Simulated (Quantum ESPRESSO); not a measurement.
HfB in Quantum ESPRESSO: the effect of strain

HfB:

```
Hf B
1.0
     0.00000    2.31000    2.21760
     2.31000    0.00000    2.21760
     2.31000    2.31000    0.00000
Hf B
1 1
Direct
  0.50000 0.50000 0.50000
  0.00000 0.00000 0.00000
```

Alike in all runs:

* Program: Quantum ESPRESSO 7.5
* Task: relaxation of the atoms
* Functional: PBEsol
* Potentials or basis: GBRV 1.5 PBEsol
* Cutoff: 612 eV
* Density cutoff: 4898 eV
* k mesh: 10 × 10 × 10
* Occupations: fermi-dirac, width 0.05 eV
* Spin: no spin polarisation
* Kind of strain: uniaxial_z
* Mixing beta: 0.5
* Most SCF iterations: 120
* SCF threshold: 4e-10 Ry
* Most ionic steps: 40
* Forc conv thr: 0.0004 Ry/bohr
* Etot conv thr: 1e-05 Ry

Each run relaxes the cell or the atoms first.

| strain | pressure (GPa) |
| --- | --- |
| -0.04 | 37.4 |
| -0.02 | 30.7 |
| -0.01 | 27.7 |
| 0 | 24.9 |
| 0.01 | 22.3 |
| 0.02 | ? |
| 0.04 | 15.5 |

Question: What does the run with strain 0.02 give?

Answer: Pressure 19.8 GPa.

Worked out: A parabola through the other rows of the pressure, of slope -234 GPa per unit of strain there, gives 19.8 GPa, against the run's 19.8.

Caveats: the relaxation stopped at its first step, so nothing moved.
